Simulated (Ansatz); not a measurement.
# C4H9Al: one species, many methods

One table from this session's results is given with a row withheld; the runs are named, their logs left out.

The runs use Ansatz 0.2.0, Gaussian basis; functionals in def2-TZVPP, the program's frozen cores in correlated methods.

Plan: PBE-D4, r2SCAN-D4, PBE0-D4, B3LYP-D4, ωB97X-V, ωB97M-V, B2PLYP; CCSD(T)/def2-TZVPP; MP2/def2-QZVPP; extrapolation to the limit.

## The geometry

The geometry comes from an earlier relaxation with PBE0-D4 in a triple-zeta def2 set; it is a stationary point, not always the lowest conformer.

SMILES `[CH3][AlH][CH]1CC1`, 14 atoms, charge 0, spin multiplicity 1.

Atoms are counted from 1 here; the program's logs count them from 0.

Bond lengths: C1–Al2 1.955 Å, C1–H6 1.093 Å, C1–H7 1.095 Å, C1–H8 1.095 Å, Al2–C3 1.932 Å, Al2–H9 1.593 Å, C3–C4 1.522 Å, C3–C5 1.521 Å, C3–H10 1.087 Å, C4–C5 1.481 Å, C4–H11 1.084 Å, C4–H12 1.085 Å, C5–H13 1.084 Å, C5–H14 1.085 Å. Angles: Al2–C1–H6 113.5°, Al2–C1–H7 110.8°, Al2–C1–H8 110.8°, H6–C1–H7 107.7°, H6–C1–H8 107.7°, H7–C1–H8 106.1°, C1–Al2–C3 119.2°, C1–Al2–H9 120.0°, C3–Al2–H9 120.8°, Al2–C3–C4 119.5°, Al2–C3–C5 119.6°, Al2–C3–H10 118.8°, C4–C3–C5 58.3°, C4–C3–H10 113.2°, C5–C3–H10 113.2°, C3–C4–C5 60.9°, C3–C4–H11 117.3°, C3–C4–H12 118.6° and more.

The first run:

in.yaml

```yaml
crystal:
  periodic: [false, false, false]
  atoms:
    - {symbol: C, position_ang: [-1.951969, 1.017575, 0.336470]}
    - {symbol: Al, position_ang: [-0.218591, 0.802151, 1.213631]}
    - {symbol: C, position_ang: [1.142097, -0.271370, 0.361117]}
    - {symbol: C, position_ang: [0.734886, -1.492673, -0.450271]}
    - {symbol: C, position_ang: [1.241047, -0.293350, -1.156849]}
    - {symbol: H, position_ang: [-2.027315, 0.489144, -0.617453]}
    - {symbol: H, position_ang: [-2.162810, 2.075800, 0.147701]}
    - {symbol: H, position_ang: [-2.761274, 0.657471, 0.980849]}
    - {symbol: H, position_ang: [0.057628, 1.507366, 2.615508]}
    - {symbol: H, position_ang: [2.103509, -0.386488, 0.854717]}
    - {symbol: H, position_ang: [1.379050, -2.362354, -0.397919]}
    - {symbol: H, position_ang: [-0.319776, -1.732336, -0.535745]}
    - {symbol: H, position_ang: [2.233071, -0.338974, -1.590285]}
    - {symbol: H, position_ang: [0.537546, 0.298737, -1.732670]}
basis:
  gaussian: {orbitals: def2-TZVPP}
hamiltonian: {xc: pbe, dispersion: d4}
output: {forces: true, orbitals: {seedname: orbitals}}
```

On the command line:

```bash
ansatz run in.yaml --threads 4 --pin off --events-out ev --progress --plain --max-ram 10444MiB
```

Among the steps run: PBE-D4 (GGA); r2SCAN-D4 (meta-GGA); PBE0-D4 (hybrid); B3LYP-D4 (hybrid); ωB97X-V (range-separated); ωB97M-V (range-separated); B2PLYP (double hybrid); CCSD(T) in def2-TZVPP; MP2 in def2-QZVPP.

One of the session's tables, all rows but one given; the rest of the session is left out.

```
            method  atomisation energy (kJ/mol)
            PBE-D4                       5355.1
         r2SCAN-D4                       5293.8
           PBE0-D4                       5304.1
          B3LYP-D4                       5268.1
           ωB97X-V                       5287.1
           ωB97M-V                       5289.1
            B2PLYP                       5218.0
     HF/def2-TZVPP                       3981.1
    MP2/def2-TZVPP                       5212.4
   CCSD/def2-TZVPP                            ?
CCSD(T)/def2-TZVPP                       5154.3
           MP2/CBS                       5325.6
       CCSD(T)/CBS                       5267.5
```

Q: Estimate the row for CCSD/def2-TZVPP from the others.

The run gave: atomisation energy (kJ/mol): 5090.6. In the column «atomisation energy (kJ/mol)» it lies between HF/def2-TZVPP (3981.1) and CCSD(T)/def2-TZVPP (5154.3).
